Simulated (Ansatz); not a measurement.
# Si3Ge2H12: up Jacob's ladder to CCSD(T)

An exercise on one series of results from a longer session: the logs are not shown, and one member is left open.

Computed with Ansatz 0.2.0, Gaussian basis. Level: functionals in def2-TZVPP, the program's frozen cores in correlated methods.

Levels to be run: LDA (SPW92), PBE-D4, revPBE-D4, BLYP-D4, r2SCAN-D4, B97M-V, PBE0-D4, B3LYP-D4, r2SCANh-D4, r2SCAN0-D4, HSE06-D4, BHLYP-D4, CAM-B3LYP-D4, LC-ωPBE, ωB97X-V, ωB97M-V, B2PLYP, PBE-QIDH; CCSD(T)/def2-SVP; CCSD(T)/def2-TZVPP; MP2/def2-QZVPP; extrapolation to the limit; RPA on PBE.

**The geometry**

All runs share one geometry, relaxed beforehand with PBE0-D4 in a triple-zeta def2 set.

SMILES `[SiH3][GeH2][SiH2][SiH2][GeH3]`, 17 atoms, charge 0, spin multiplicity 1.

Atoms are counted from 1 here; the program's logs count them from 0.

Bond lengths: Si1–Ge2 2.379 Å, Si1–H6 1.487 Å, Si1–H7 1.487 Å, Si1–H8 1.487 Å, Ge2–Si3 2.383 Å, Ge2–H9 1.541 Å, Ge2–H10 1.541 Å, Si3–Si4 2.336 Å, Si3–H11 1.489 Å, Si3–H12 1.490 Å, Si4–Ge5 2.380 Å, Si4–H13 1.489 Å, Si4–H14 1.490 Å, Ge5–H15 1.538 Å, Ge5–H16 1.538 Å, Ge5–H17 1.538 Å. Angles: Ge2–Si1–H6 109.7°, Ge2–Si1–H7 111.2°, Ge2–Si1–H8 109.4°, H6–Si1–H7 108.9°, H6–Si1–H8 108.6°, H7–Si1–H8 108.9°, Si1–Ge2–Si3 110.0°, Si1–Ge2–H9 110.2°, Si1–Ge2–H10 109.2°, Si3–Ge2–H9 110.6°, Si3–Ge2–H10 109.0°, H9–Ge2–H10 107.7°, Ge2–Si3–Si4 108.3°, Ge2–Si3–H11 110.2°, Ge2–Si3–H12 109.3°, Si4–Si3–H11 109.9°, Si4–Si3–H12 110.6°, H11–Si3–H12 108.4° and more.

The first run:

in.yaml

```yaml
crystal:
  periodic: [false, false, false]
  atoms:
    - {symbol: Si, position_ang: [0.177341, 2.642917, 0.325603]}
    - {symbol: Ge, position_ang: [-1.050830, 1.242784, -1.154828]}
    - {symbol: Si, position_ang: [0.274505, -0.631549, -1.793078]}
    - {symbol: Si, position_ang: [1.226682, -1.545603, 0.133902]}
    - {symbol: Ge, position_ang: [-0.475198, -1.953781, 1.747252]}
    - {symbol: H, position_ang: [1.441001, 3.077989, -0.326778]}
    - {symbol: H, position_ang: [-0.609085, 3.846768, 0.703848]}
    - {symbol: H, position_ang: [0.516847, 1.883214, 1.558142]}
    - {symbol: H, position_ang: [-1.495093, 2.039778, -2.396069]}
    - {symbol: H, position_ang: [-2.320091, 0.738897, -0.441119]}
    - {symbol: H, position_ang: [-0.570669, -1.651284, -2.474197]}
    - {symbol: H, position_ang: [1.333330, -0.187065, -2.741877]}
    - {symbol: H, position_ang: [1.953559, -2.811176, -0.163394]}
    - {symbol: H, position_ang: [2.200107, -0.569242, 0.698699]}
    - {symbol: H, position_ang: [0.106665, -2.566695, 3.032142]}
    - {symbol: H, position_ang: [-1.528981, -2.919729, 1.179306]}
    - {symbol: H, position_ang: [-1.180091, -0.636222, 2.112434]}
basis:
  gaussian: {orbitals: def2-TZVPP}
hamiltonian: {xc: lda}
output: {orbitals: {seedname: orbitals}}
```

Steps of the session up to this table: LDA; PBE-D4 (GGA); revPBE-D4 (GGA); BLYP-D4 (GGA); r2SCAN-D4 (meta-GGA); B97M-V (meta-GGA); PBE0-D4 (hybrid); B3LYP-D4 (hybrid); r2SCANh-D4 (hybrid); r2SCAN0-D4 (hybrid); HSE06-D4 (hybrid); BHLYP-D4 (hybrid); CAM-B3LYP-D4 (range-separated); LC-ωPBE-D4 (range-separated; the results give it without D4); ωB97X-V (range-separated); ωB97M-V (range-separated); B2PLYP (double hybrid); PBE-QIDH (double hybrid).

One of the session's tables, all rows but one given; the rest of the session is left out.

It belongs to the step «Orbital energies across the functionals». 

| functional | HOMO (eV) | gap (eV) |
| --- | --- | --- |
| LDA (SPW92) | -6.90 | 5.47 |
| PBE-D4 | -6.80 | 5.58 |
| revPBE-D4 | -6.76 | 5.62 |
| BLYP-D4 | -6.63 | 5.55 |
| r2SCAN-D4 | -7.05 | 6.05 |
| B97M-V | -7.18 | 5.98 |
| PBE0-D4 | -7.82 | 7.39 |
| B3LYP-D4 | -7.61 | 7.00 |
| r2SCANh-D4 | -7.42 | 6.70 |
| r2SCAN0-D4 | -7.98 | 7.66 |
| HSE06-D4 | -7.43 | 6.64 |
| BHLYP-D4 | -8.70 | 9.17 |
| CAM-B3LYP-D4 | -9.00 | 9.57 |
| LC-ωPBE | -10.28 | 11.91 |
| ωB97X-V | ? | ? |
| ωB97M-V | -9.76 | 10.98 |

**Question.** Estimate the row for ωB97X-V.

As computed: HOMO (eV): -9.97; gap (eV): 11.49. In the column «HOMO (eV)» it lies between LC-ωPBE (-10.28) and ωB97M-V (-9.76).
